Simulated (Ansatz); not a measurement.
# GaBNH+ (quartet): wave-function methods side by side, cc-pVDZ

How much of the correlation energy of GaBNH+ (quartet) does each wave-function method recover here?

Program: Ansatz 0.2.0, Gaussian basis. Level of theory: cc-pVDZ, core rule «outside noble gas», up to 16 orbitals frozen. These are calculated values, not measurements.

Plan: UHF; CCSD(T) on ROHF; CCSD(T) on UHF; BCCD(T) on ROHF; CISD as a restricted active space (open shells left free, so some higher excitations enter); CCSDT(Q) on ROHF; CCSDT(Q) on UHF.

24 further runs of the same task are left out: 2 for a known fault of the program, 12 that didn't finish, 10 set aside as unsound or not needed. Runs told in other sessions of the task aren't counted.

## Step 1: The system

The geometry is a PBE0/def2-TZVP stationary point (not a proven minimum) of the parent state, kept for this charge and spin. No spin-orbit coupling is included. The filled d shell of Ga may be among the frozen orbitals whatever the setting's name suggests.

4 atoms, charge 1, spin multiplicity 4.

Atoms are counted from 1 here; the program's logs count them from 0.

Bond lengths: B1–Ga2 1.954 Å, B1–H4 1.184 Å, Ga2–N3 1.793 Å. Angles: Ga2–B1–H4 151.4°, B1–Ga2–N3 171.5°.

In the tables R marks a restricted open-shell determinant and U an unrestricted one; energies count from the table's Hartree-Fock row.

## Step 2: UHF

The input, in.yaml:

```yaml
crystal:
  periodic: [false, false, false]
  atoms:
    - {symbol: B, position_ang: [0.000015, -0.190793, 1.147052]}
    - {symbol: Ga, position_ang: [0.000028, 0.004280, -0.797193]}
    - {symbol: N, position_ang: [0.000001, -0.082369, -2.588548]}
    - {symbol: H, position_ang: [-0.000044, 0.268883, 2.238689]}
basis:
  gaussian: {orbitals: cc-pVDZ}
total_charge: 1
magnetization: {spin_polarized: true, initial_magnetization: 3}
hamiltonian: {xc: hf}
output: {orbitals: {seedname: orbitals}}
```

Launch:

```console
$ ansatz run in.yaml --threads 1 --pin off --events-out ev --progress --plain --max-ram 2393MiB
```

The program printed:

```text
Functional definition: HF
  name "HF"
  cite "Fock, Z. Phys. 61, 126 (1930) doi:10.1007/BF01340294"
  parent pbe
  exchange = exact_x
  correlation = 0
637 factors; integrals over basis functions are off by at most 7.2e-4 eV
mean field evaluation 1: about -54488.4154 eV, gradient 1.9e1 eV
mean field evaluation 2: about -54488.4697 eV, gradient 1.9e1 eV
mean field evaluation 4: about -54491.0464 eV, gradient 2.2e0 eV
mean field evaluation 8: about -54491.1389 eV, gradient 3.8e-1 eV
mean field evaluation 16: about -54491.1490 eV, gradient 2.5e-5 eV
mean field evaluation 32: about -54491.0916 eV, gradient 2.8e-1 eV
mean field evaluation 64: about -54491.1367 eV, gradient 4.7e-1 eV
mean field evaluation 96: about -54487.1498 eV, gradient 2.0e1 eV
mean field evaluation 128: about -54489.6233 eV, gradient 7.9e-1 eV
mean field evaluation 160: about -54491.1464 eV, gradient 1.5e-1 eV
mean field evaluation 192: about -54488.9493 eV, gradient 5.8e0 eV
mean field -54491.14901736 eV, -2002.5127909605 hartree, gradient 1.1e-5 eV, S^2 3.775052; 5 other end points of the search recorded, 0 dependent functions left out
reference -54491.14901736 eV, -2002.5127909605 hartree; 23, 20 occupied and 37, 40 virtual orbitals, 637 factors
Total energy: -54491.14901736 eV, -2002.5127909605 hartree
```

It took 4.5 s on 1 thread of Arm Neoverse V1, shared host.

From the report: ⟨S²⟩ of the determinant 3.775 (pure quartet: 3.75).

## Step 3: CCSD(T) on ROHF

in.yaml, as its differences from that of step 2:

```diff
@@ -10,4 +10,4 @@
 total_charge: 1
-magnetization: {spin_polarized: true, initial_magnetization: 3}
-hamiltonian: {xc: hf}
-output: {orbitals: {seedname: orbitals}}
+magnetization: {spin_polarized: false, initial_magnetization: 3}
+correlation: {method: ccsd_t, electrons: outside_noble_gas}
+output: {forces: true}
```

The command is unchanged.

The program printed, shortened:

```text
Functional definition: HF
  name "HF"
  cite "Fock, Z. Phys. 61, 126 (1930) doi:10.1007/BF01340294"
  parent pbe
[...]
637 factors; integrals over basis functions are off by at most 7.2e-4 eV
[...]
mean field -54490.91667148 eV, -2002.5042524069 hartree, gradient 3.2e-6 eV, S^2 3.750000; 16 other end points of the search recorded, 0 dependent functions left out
[...]
determinant -54490.91667148 eV, -2002.5042524069 hartree, with singles and doubles -54497.14799407 eV, -2002.7332492886 hartree
determinant -54490.62216716 eV, -2002.4934295727 hartree, with singles and doubles -54496.88155896 eV, -2002.7234579788 hartree
determinant -54489.37345098 eV, -2002.4475400997 hartree, with singles and doubles -54495.75767288 eV, -2002.6821559269 hartree
determinant -54489.30172975 eV, -2002.4449043930 hartree, with singles and doubles -54495.65222335 eV, -2002.6782807285 hartree
[...]
16 core orbitals not correlated: weight in the atoms' cores, before any rotation towards them, 0.931 or more for the frozen orbitals, at most 0.066 for the correlated occupied ones
reference -54490.91667148 eV, -2002.5042524069 hartree; 7, 4 occupied and 37, 40 virtual orbitals, 637 factors
second order -5.02261528 eV of doubles, -0.13986410 eV of singles
cycle   1  -6.23272001 eV  change    5.0e-6 eV  update   3.7e-6
[...]
cycle   6  -6.23271944 eV  change    4.4e-7 eV  update   1.6e-7
perturbative correction -0.15804664 eV, -0.0058081067 hartree
[...]
Total energy: -54497.30743755 eV, -2002.7391087283 hartree
Atom 0 at     0.000015    -0.190793     1.147052 Å, force     0.000002    -0.319571     1.518679 eV/Å
Atom 1 at     0.000028     0.004280    -0.797193 Å, force     0.000023     0.420324     1.545256 eV/Å
Atom 2 at     0.000001    -0.082369    -2.588548 Å, force    -0.000026    -0.201607    -3.282502 eV/Å
Atom 3 at    -0.000044     0.268883     2.238689 Å, force     0.000001     0.100854     0.218567 eV/Å
Dipole moment:     0.000011     0.042653     0.598929 e Å
```

It took 25 s on 1 thread of Arm Neoverse V1, shared host.

From the report: correlation -6.3908 eV; T1 0.025; largest double amplitude 0.04.

## Step 4: CCSD(T) on UHF

in.yaml, as its differences from that of step 3:

```diff
@@ -10,3 +10,3 @@
 total_charge: 1
-magnetization: {spin_polarized: false, initial_magnetization: 3}
+magnetization: {spin_polarized: true, initial_magnetization: 3}
 correlation: {method: ccsd_t, electrons: outside_noble_gas}
```

The command is unchanged.

The program printed, shortened:

```text
Functional definition: HF
  name "HF"
  cite "Fock, Z. Phys. 61, 126 (1930) doi:10.1007/BF01340294"
  parent pbe
[...]
637 factors; integrals over basis functions are off by at most 7.2e-4 eV
[...]
mean field -54491.14901736 eV, -2002.5127909605 hartree, gradient 1.8e-6 eV, S^2 3.775052; 14 other end points of the search recorded, 0 dependent functions left out
determinant -54491.14901736 eV, -2002.5127909605 hartree, with singles and doubles -54497.15518303 eV, -2002.7335134777 hartree
determinant -54490.84063890 eV, -2002.5014582612 hartree, with singles and doubles -54496.88758335 eV, -2002.7236793711 hartree
determinant -54489.64230816 eV, -2002.4574204189 hartree, with singles and doubles -54495.77122420 eV, -2002.6826539288 hartree
determinant -54489.55956515 eV, -2002.4543796693 hartree, with singles and doubles -54495.66567918 eV, -2002.6787752211 hartree
[...]
16 core orbitals not correlated: weight in the atoms' cores, before any rotation towards them, 0.920 or more for the frozen orbitals, at most 0.078 for the correlated occupied ones
reference -54491.14901736 eV, -2002.5127909605 hartree; 7, 4 occupied and 37, 40 virtual orbitals, 637 factors
second order -4.92053676 eV of doubles, -0.00000000 eV of singles
cycle   1  -6.00762945 eV  change    3.8e-6 eV  update   2.9e-6
[...]
cycle   6  -6.00762920 eV  change    3.0e-7 eV  update   1.3e-7
perturbative correction -0.15325225 eV, -0.0056319164 hartree
[...]
Total energy: -54497.30989881 eV, -2002.7391991780 hartree
Atom 0 at     0.000015    -0.190793     1.147052 Å, force     0.000002    -0.321584     1.518731 eV/Å
Atom 1 at     0.000028     0.004280    -0.797193 Å, force     0.000023     0.422041     1.546443 eV/Å
Atom 2 at     0.000001    -0.082369    -2.588548 Å, force    -0.000026    -0.202222    -3.283346 eV/Å
Atom 3 at    -0.000044     0.268883     2.238689 Å, force     0.000001     0.101766     0.218172 eV/Å
Dipole moment:     0.000011     0.042572     0.599112 e Å
```

It took 19 s on 1 thread of Arm Neoverse V1, shared host.

From the report: ⟨S²⟩ of the determinant 3.775 (pure quartet: 3.75); correlation -6.1609 eV; T1 0.019; largest double amplitude 0.04.

## Step 5: BCCD(T) on ROHF

in.yaml, as its differences from that of step 4:

```diff
@@ -10,4 +10,3 @@
 total_charge: 1
-magnetization: {spin_polarized: true, initial_magnetization: 3}
-correlation: {method: ccsd_t, electrons: outside_noble_gas}
-output: {forces: true}
+magnetization: {spin_polarized: false, initial_magnetization: 3}
+correlation: {method: bccd_t, electrons: outside_noble_gas}
```

The command is unchanged.

The program printed, shortened:

```text
Functional definition: HF
  name "HF"
  cite "Fock, Z. Phys. 61, 126 (1930) doi:10.1007/BF01340294"
  parent pbe
[...]
637 factors; integrals over basis functions are off by at most 7.2e-4 eV
[...]
mean field -54490.91667148 eV, -2002.5042524069 hartree, gradient 3.2e-6 eV, S^2 3.750000; 16 other end points of the search recorded, 0 dependent functions left out
[...]
determinant -54490.91667148 eV, -2002.5042524069 hartree, with singles and doubles -54497.14799407 eV, -2002.7332492886 hartree
determinant -54490.62216716 eV, -2002.4934295727 hartree, with singles and doubles -54496.88155896 eV, -2002.7234579788 hartree
determinant -54489.37345098 eV, -2002.4475400997 hartree, with singles and doubles -54495.75767288 eV, -2002.6821559269 hartree
determinant -54489.30172975 eV, -2002.4449043930 hartree, with singles and doubles -54495.65222335 eV, -2002.6782807285 hartree
[...]
determinant -54488.95893887 eV, -2002.4323070607 hartree, with singles and doubles -54495.35480703 eV, -2002.6673508802 hartree
determinant -54490.91667148 eV, -2002.5042524069 hartree, with singles and doubles -54497.14939645 eV, -2002.7333008249 hartree
determinant -54490.62216716 eV, -2002.4934295727 hartree, with singles and doubles -54496.88410395 eV, -2002.7235515053 hartree
16 core orbitals not correlated: weight in the atoms' cores, before any rotation towards them, 0.931 or more for the frozen orbitals, at most 0.066 for the correlated occupied ones
reference -54490.91667148 eV, -2002.5042524069 hartree; 7, 4 occupied and 37, 40 virtual orbitals, 637 factors
second order -5.02261528 eV of doubles, -0.13986410 eV of singles
cycle   1  -6.22709792 eV  change    5.6e-3 eV  update   8.1e-3
[...]
cycle  12  -6.22494255 eV  change   -1.5e-6 eV  update   1.1e-5
perturbative correction -0.16520764 eV, -0.0060712689 hartree
Total energy: -54497.30682167 eV, -2002.7390860951 hartree
```

Run time: 19 s. Hardware: 1 thread of Arm Neoverse V1, shared host.

From the report: correlation -6.3902 eV; largest double amplitude 0.04.

## Step 6: CISD as a restricted active space (open shells left free, so some higher excitations enter)

in.yaml, as its differences from that of step 5:

```diff
@@ -11,2 +11,2 @@
 magnetization: {spin_polarized: false, initial_magnetization: 3}
-correlation: {method: bccd_t, electrons: outside_noble_gas}
+correlation: {active_space: {ras: {orbitals: [4, 3, 37], electrons: 11, max_holes: 2, max_particles: 2}, fixed_orbitals: true}}
```

Launched as before.

The program printed, shortened:

```text
Functional definition: HF
  name "HF"
  cite "Fock, Z. Phys. 61, 126 (1930) doi:10.1007/BF01340294"
  parent pbe
[...]
637 factors; integrals over basis functions are off by at most 7.2e-4 eV
[...]
mean field -54490.91667148 eV, -2002.5042524069 hartree, gradient 3.2e-6 eV, S^2 3.750000; 12 other end points of the search recorded, 0 dependent functions left out
reference -54490.91667148 eV, -2002.5042524069 hartree; 23, 20 occupied and 37, 40 virtual orbitals, 637 factors
state -54496.64792465 eV, -2002.7148720761 hartree
Total energy: -54496.64792465 eV, -2002.7148720761 hartree
```

Run time: 16 s. Hardware: 1 thread of Arm Neoverse V1, shared host.

From the report: 292,294 determinants.

## Step 7: CCSDT(Q) on ROHF

in.yaml, as its differences from that of step 6:

```diff
@@ -11,2 +11,2 @@
 magnetization: {spin_polarized: false, initial_magnetization: 3}
-correlation: {active_space: {ras: {orbitals: [4, 3, 37], electrons: 11, max_holes: 2, max_particles: 2}, fixed_orbitals: true}}
+correlation: {method: ccsdt_q, electrons: outside_noble_gas}
```

Launched as before.

The program printed, shortened:

```text
Functional definition: HF
  name "HF"
  cite "Fock, Z. Phys. 61, 126 (1930) doi:10.1007/BF01340294"
  parent pbe
[...]
1129 factors; integrals over basis functions are off by at most 2.4e-7 eV
[...]
mean field -54490.91688434 eV, -2002.5042602295 hartree, gradient 2.5e-6 eV, S^2 3.750000; 16 other end points of the search recorded, 0 dependent functions left out
[...]
determinant -54490.91688434 eV, -2002.5042602295 hartree, with singles and doubles -54497.14821436 eV, -2002.7332573840 hartree
determinant -54490.62238763 eV, -2002.4934376749 hartree, with singles and doubles -54496.88178697 eV, -2002.7234663581 hartree
determinant -54489.37366331 eV, -2002.4475479026 hartree, with singles and doubles -54495.75788830 eV, -2002.6821638436 hartree
determinant -54489.30194245 eV, -2002.4449122097 hartree, with singles and doubles -54495.65243855 eV, -2002.6782886367 hartree
[...]
determinant -54488.95916041 eV, -2002.4323152019 hartree, with singles and doubles -54495.35503072 eV, -2002.6673591005 hartree
determinant -54490.91688434 eV, -2002.5042602295 hartree, with singles and doubles -54497.14961660 eV, -2002.7333089153 hartree
determinant -54490.62238763 eV, -2002.4934376749 hartree, with singles and doubles -54496.88433208 eV, -2002.7235598890 hartree
[...]
16 core orbitals not correlated: weight in the atoms' cores, before any rotation towards them, 0.931 or more for the frozen orbitals, at most 0.066 for the correlated occupied ones
reference -54490.91688434 eV, -2002.5042602295 hartree; 7, 4 occupied and 37, 40 virtual orbitals, 1129 factors
second order -5.02262937 eV of doubles, -0.13986462 eV of singles
cycle   1  -5.91863192 eV  change   -7.5e-1 eV  update   7.9e-2
[...]
cycle  30  -6.43111585 eV  change    3.3e-7 eV  update   1.1e-6
perturbative correction -0.01120801 eV, -0.0004118867 hartree
Total energy: -54497.35920820 eV, -2002.7410112646 hartree
```

Wall time 2.2 min (1 thread of Arm Neoverse V1, shared host); peak memory 0.64 GiB.

From the report: correlation -6.4423 eV; T1 0.026; largest double amplitude 0.04.

## Step 8: CCSDT(Q) on UHF

in.yaml, as its differences from that of step 7:

```diff
@@ -10,3 +10,3 @@
 total_charge: 1
-magnetization: {spin_polarized: false, initial_magnetization: 3}
+magnetization: {spin_polarized: true, initial_magnetization: 3}
 correlation: {method: ccsdt_q, electrons: outside_noble_gas}
```

Same command.

The program printed, shortened:

```text
Functional definition: HF
  name "HF"
  cite "Fock, Z. Phys. 61, 126 (1930) doi:10.1007/BF01340294"
  parent pbe
[...]
1129 factors; integrals over basis functions are off by at most 2.4e-7 eV
[...]
mean field -54491.14923131 eV, -2002.5127988232 hartree, gradient 1.7e-6 eV, S^2 3.775052; 14 other end points of the search recorded, 0 dependent functions left out
determinant -54491.14923131 eV, -2002.5127988232 hartree, with singles and doubles -54497.15540353 eV, -2002.7335215810 hartree
determinant -54490.84086046 eV, -2002.5014664035 hartree, with singles and doubles -54496.88781142 eV, -2002.7236877525 hartree
determinant -54489.64251966 eV, -2002.4574281914 hartree, with singles and doubles -54495.77143934 eV, -2002.6826618352 hartree
determinant -54489.55977696 eV, -2002.4543874530 hartree, with singles and doubles -54495.66589414 eV, -2002.6787831206 hartree
[...]
determinant -54489.23538456 eV, -2002.4424662524 hartree, with singles and doubles -54495.37146809 eV, -2002.6679631629 hartree
determinant -54491.14923131 eV, -2002.5127988232 hartree, with singles and doubles -54497.15687106 eV, -2002.7335755119 hartree
determinant -54490.84086046 eV, -2002.5014664035 hartree, with singles and doubles -54496.89021379 eV, -2002.7237760378 hartree
16 core orbitals not correlated: weight in the atoms' cores, before any rotation towards them, 0.920 or more for the frozen orbitals, at most 0.078 for the correlated occupied ones
reference -54491.14923131 eV, -2002.5127988232 hartree; 7, 4 occupied and 37, 40 virtual orbitals, 1129 factors
second order -4.92055019 eV of doubles, -0.00000000 eV of singles
cycle   1  -5.67031344 eV  change   -7.5e-1 eV  update   8.0e-2
[...]
cycle  29  -6.20168808 eV  change   -2.7e-8 eV  update   1.2e-6
perturbative correction -0.01189463 eV, -0.0004371198 hartree
Total energy: -54497.36281402 eV, -2002.7411437761 hartree
```

Run time: 1.9 min. Hardware: 1 thread of Arm Neoverse V1, shared host; peak memory 0.55 GiB.

From the report: ⟨S²⟩ of the determinant 3.775 (pure quartet: 3.75); correlation -6.2136 eV; T1 0.021; largest double amplitude 0.04.

## Step 9: Misses and costs

The yardstick is UCCSDT(Q), where the cluster series has nearly closed. Rows without a time are mean-field rows or come out of runs for another level: lower rungs of the coupled-cluster runs, or the Hartree-Fock search. The times of RCCSD(T), UCCSD(T) include forces.

Differences are taken before rounding.

| method | energy from the lowest ROHF (meV) | from UCCSDT(Q) (meV) | time |
| --- | --- | --- | --- |
| ROHF | 0.0 | +6446.1 |  |
| UHF | -232.3 | +6213.8 |  |
| RMP2 | -5162.5 | +1283.7 |  |
| UMP2 | -5152.9 | +1293.3 |  |
| RCCSD | -6232.7 | +213.4 |  |
| UCCSD | -6240.0 | +206.2 |  |
| RCCSD(T) | -6390.8 | +55.4 | 25 s |
| UCCSD(T) | -6393.2 | +52.9 | 19 s |
| BCCD(T) | -6390.2 | +56.0 | 19 s |
| RCCSDT | -6431.3 | +14.8 |  |
| UCCSDT | -6434.2 | +11.9 |  |
| RCCSDT(Q) | -6442.5 | +3.6 | 2.2 min |
| UCCSDT(Q) | -6446.1 | 0 | 1.9 min |

Among the levels timed on like hardware and quicker than the yardstick, those that no quicker one beats, quickest first: UCCSD(T) (19 s, +52.9 meV).

Not comparable, so not listed: CISD as a restricted active space (open shells left free, so some higher excitations enter) (they don't share determinant, frozen orbitals or solution with the rows shown, or repeat one).

## Step 10: Outcome

```
                         quantity                      value
    UCCSDT(Q) from the ROHF energy                 -6.4461 eV
              RMP2 from UCCSDT(Q)                +1283.7 meV
              UMP2 from UCCSDT(Q)                +1293.3 meV
             RCCSD from UCCSDT(Q)                 +213.4 meV
          RCCSD(T) from UCCSDT(Q)                  +55.4 meV
          UCCSD(T) from UCCSDT(Q)                  +52.9 meV
         RCCSDT(Q) from UCCSDT(Q)                   +3.6 meV
levels within 1 kcal/mol (43 meV)  RCCSDT, UCCSDT, RCCSDT(Q)
                    T1 diagnostic                      0.025
```

RCCSD(T) lands +55.4 meV from the yardstick (0.9 % of the correlation energy). These misses are within one basis, not against nature; the frozen cores of restricted and unrestricted runs differ, which can shift their rows.

For cost: UCCSD(T) gets within 52.9 meV in 19 s, where UCCSDT(Q) took 1.9 min.
